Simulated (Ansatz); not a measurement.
**GeH2S (SMILES [SH][GeH]) at 6 levels**

Aim: a comparison of 6 runs (BLYP/STO-3G, PBE/STO-3G, UPBE0/STO-3G, wB97X/STO-3G, CCSDT(Q)/STO-3G, UCCSD(T)/STO-3G) of GeH2S. 

The results are computed with Ansatz 0.2.0.

51 further runs of the same task are left out: 3 that didn't finish, 48 set aside as unsound or not needed.

## 1. Starting point

The species is GeH2S (4 atoms), meant as a singlet with charge 0. SMILES: `[SH][GeH]`. The H3–S1 distance was set to 2.684 Å, away from the relaxed value. At this shape a bond of the SMILES string is far longer than usual.

Bond lengths: S1–Ge2 2.225 Å, Ge2–H4 1.595 Å. Angles: S1–Ge2–H4 93.7°.

## 2. A single-point energy at BLYP/STO-3G (run 1)

input.yaml reads:

```yaml
crystal:
  periodic: [false, false, false]
  atoms:
    - symbol: S
      position_ang: [-1.665826, -1.441505, -0.227811]
    - symbol: Ge
      position_ang: [-2.064226, 0.498195, -1.243111]
    - symbol: H
      position_ang: [0.779200, -0.962100, 0.771200]
    - symbol: H
      position_ang: [-0.661326, 1.126195, -0.818911]
basis:
  gaussian:
    orbitals: STO-3G
total_charge: 0
hamiltonian:
  xc: {name: BLYP}
accuracy: high
```

Launch:

```sh
$ ansatz run input.yaml --threads 1 --pin off --max-ram 2610MiB --events-out events.jsonl --progress --plain --runs-dir runs
```

Standard output:

```text
Warning: RAYON_NUM_THREADS=1 ignored (pool sized by the plan → 1); use --threads N
Functional definition: BLYP
  name "BLYP"
  parameter beta = 0.0042
  parameter a = 0.04918
  parameter b = 0.132
  parameter c = 0.2533
  parameter d = 0.349
  exchange = b88_x(beta = beta)
  correlation = lyp_c(a = a, b = b, c = c, d = d)
419 factors; integrals over basis functions are off by at most 1.3e-8 eV
mean field evaluation 1: about -66252.0599 eV, gradient 3.4e2 eV
mean field evaluation 2: about -66429.4346 eV, gradient 6.4e1 eV
mean field evaluation 4: about -65895.3586 eV, gradient 3.4e2 eV
mean field evaluation 8: about -66290.9296 eV, gradient 2.9e2 eV
mean field evaluation 16: about -66604.8058 eV, gradient 2.5e-2 eV
mean field evaluation 32: about -66588.4254 eV, gradient 7.3e1 eV
mean field -66604.80388942 eV, -2447.6813965786 hartree, gradient 2.8e-8 eV, S^2 0.000000; 3 other end points of the search recorded, 0 dependent functions left out
reference -66604.80392877 eV, -2447.6813980248 hartree; 25, 25 occupied and 4, 4 virtual orbitals, 419 factors
Total energy: -66604.80392877 eV, -2447.6813980248 hartree
```

It took 3.3 s on 1 thread of Arm Neoverse V1, shared host; peak memory 0.098 GiB.

## 3. A single-point energy at PBE/STO-3G (run 2)

molecule.yaml reads:

```yaml
crystal:
  periodic: [false, false, false]
  atoms:
    - {symbol: S, position_ang: [-1.665826, -1.441505, -0.227811]}
    - {symbol: Ge, position_ang: [-2.064226, 0.498195, -1.243111]}
    - {symbol: H, position_ang: [0.779200, -0.962100, 0.771200]}
    - {symbol: H, position_ang: [-0.661326, 1.126195, -0.818911]}
basis:
  gaussian:
    orbitals: STO-3G
hamiltonian:
  xc: pbe
accuracy: high
```

Launch:

```sh
$ ansatz run molecule.yaml --threads 1 --pin off --max-ram 2610MiB --events-out events.jsonl --progress --plain --runs-dir runs
```

Standard output:

```text
Warning: RAYON_NUM_THREADS=1 ignored (pool sized by the plan → 1); use --threads N
Functional definition: PBE
  name "PBE"
  parameter kappa = 0.804
  parameter beta = 0.06672455060314922
  exchange = pbe_x(kappa = kappa, mu = beta*pi^2/3)
  correlation = pbe_c(beta = beta)
419 factors; integrals over basis functions are off by at most 1.3e-8 eV
mean field evaluation 1: about -66251.0667 eV, gradient 3.3e2 eV
mean field evaluation 2: about -66418.2124 eV, gradient 6.4e1 eV
mean field evaluation 4: about -65904.0850 eV, gradient 3.5e2 eV
mean field evaluation 8: about -66463.2537 eV, gradient 1.2e2 eV
mean field evaluation 16: about -66590.7396 eV, gradient 1.3e-2 eV
mean field evaluation 32: about -66569.1276 eV, gradient 6.5e1 eV
mean field evaluation 64: about -66528.6792 eV, gradient 8.7e1 eV
mean field -66592.91896127 eV, -2447.2446335251 hartree, gradient 2.4e-8 eV, S^2 0.000000; 7 other end points of the search recorded, 0 dependent functions left out
reference -66592.91896315 eV, -2447.2446335941 hartree; 25, 25 occupied and 4, 4 virtual orbitals, 419 factors
Total energy: -66592.91896315 eV, -2447.2446335941 hartree
```

Wall time 3.9 s (1 thread of Arm Neoverse V1, shared host); peak memory 0.097 GiB.

Runs 3 to 5 aren't shown in full; the table further down has their settings and results.

## 4. The energy at UCCSD(T)/STO-3G (run 6)

job.yaml reads:

```yaml
crystal:
  periodic: [false, false, false]
  atoms:
    - {symbol: S, position_ang: [-1.665826, -1.441505, -0.227811]}
    - {symbol: Ge, position_ang: [-2.064226, 0.498195, -1.243111]}
    - {symbol: H, position_ang: [0.779200, -0.962100, 0.771200]}
    - {symbol: H, position_ang: [-0.661326, 1.126195, -0.818911]}
basis:
  gaussian:
    orbitals: STO-3G
magnetization:
  spin_polarized: true
  initial_magnetization: 0
correlation:
  method: ccsd_t
  frozen_orbitals: {Ge: 9, H: 0, S: 5}
accuracy: high
scf:
  omitted_lower_state_checks: [cluster_reference, increment]
```

Launch:

```sh
$ ansatz run job.yaml --threads 1 --pin off --max-ram 2610MiB --events-out events.jsonl --progress --plain --runs-dir runs
```

Standard output:

```text
Warning: RAYON_NUM_THREADS=1 ignored (pool sized by the plan → 1); use --threads N
[... 16 lines left out ...]
14 core orbitals not correlated: weight in the atoms' cores, before any rotation towards them, 1.000 or more for the frozen orbitals, at most 0.000 for the correlated occupied ones
[... 67 lines left out ...]
Total energy: -66559.07608234 eV, -2446.0009306639 hartree
Checks for a lower state left out: cluster_reference, increment
```

Run time: 1.9 s. Hardware: 1 thread of Arm Neoverse V1, shared host.

## 5. The series

| run | level | frozen core orbitals | energy (Eh) | wall time |
| --- | --- | --- | --- | --- |
| 1 | BLYP/STO-3G | – | -2447.681398 | 3.3 s |
| 2 | PBE/STO-3G | – | -2447.244634 | 3.9 s |
| 3 | UPBE0/STO-3G | – | -2447.480517 | 9.3 s |
| 4 | wB97X/STO-3G | – | -2447.792766 | 7.5 s |
| 5 | CCSDT(Q)/STO-3G | 14 | -2446.005488 | 1.2 s |
| 6 | UCCSD(T)/STO-3G | 14 | -2446.000931 | 1.9 s |

## 6. Results

| quantity | value |
| --- | --- |
| run 6: total energy | -2446.00093 Eh |
| run 6: correlation energy (14 core orbitals frozen) | -73.5 mEh |
| run 6: (T) correction | -3.53 mEh |
| run 6: ⟨S²⟩ of the reference determinant | 0.987 |
| run 6: T1 diagnostic | 0.039 |

What this shows: Totals of different functionals can't be ranked against each other. In run 5 the log says that unrestricted orbitals would lower the reference, so the values rest on an unstable closed-shell determinant (other closed-shell runs at this shape may share the fault). In runs 1, 2, 3, 4, 5, 6 the basis is minimal, so the values are rough. In runs 1, 2, 4 a closed-shell determinant meets a far-stretched bond, which it describes badly. Spin contamination of the reference: run 6 ⟨S²⟩ = 0.99, run 3 ⟨S²⟩ = 0.95. Where it is this large, the reference is a mixture of spin states, and values that rest on it are in doubt. All runs together took 27 s, the longest 9.3 s.
